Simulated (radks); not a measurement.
# Nuclear size and the levels of Tm³⁺

One table from this session's results is given with a row withheld; the runs are named, their logs left out.

Method: Dirac Kohn-Sham, relativistic LDA (MacDonald-Vosko exchange, VWN5 correlation), spin-unpolarised, spherical densities, finite nucleus; open shells fill j = l - 1/2 first. Code: radks (a radial shooting solver on a logarithmic mesh, Libxc functionals) version 1.

### What is computed

```
element            : thulium (Z = 69)
charge             : +3
electrons          : 66
configuration      : [Xe] 4f12
nuclear rms radius : 5.2256 fm
```

Set-up of the first run:

The run's settings:

```text
Z 69
configuration [Xe] 4f12 6s0 5d0
relativity Dirac
functional lda_x_rel,vwn5
spin unpolarised
j_filling energy
nucleus finite rms 5.2256 fm
c 137.035999084
```

Steps of the session up to this table: rms radius 5.2256 fm.

One of the session's tables, all rows but one given; the rest of the session is left out.

It belongs to the step «rms radius 5.2256 fm». Sizes of the orbitals, from the radial functions (bohr):

| level | <r> | outermost maximum (interpolated) | 90 % within | nodes |
| --- | --- | --- | --- | --- |
| 5s1/2 | 1.210 | 1.08 | 1.74 | 4 |
| 5p1/2 | 1.346 | 1.18 | 1.97 | 3 |
| 5p3/2 | ? | ? | ? | ? |
| 4f5/2 | 0.7412 | 0.489 | 1.27 | 0 |
| 4f7/2 | 0.7544 | 0.494 | 1.29 | 0 |
| 5d3/2 | 2.026 | 1.67 | 3.06 | 2 |
| 5d5/2 | 2.067 | 1.71 | 3.12 | 2 |
| 6s1/2 | 2.898 | 2.66 | 4.12 | 5 |

**Question.** Estimate the row for 5p3/2.

The run gave: <r>: 1.444; outermost maximum (interpolated): 1.26; 90 % within: 2.11; nodes: 3. In the column «<r>» it lies between 5p1/2 (1.346) and 5d3/2 (2.026).
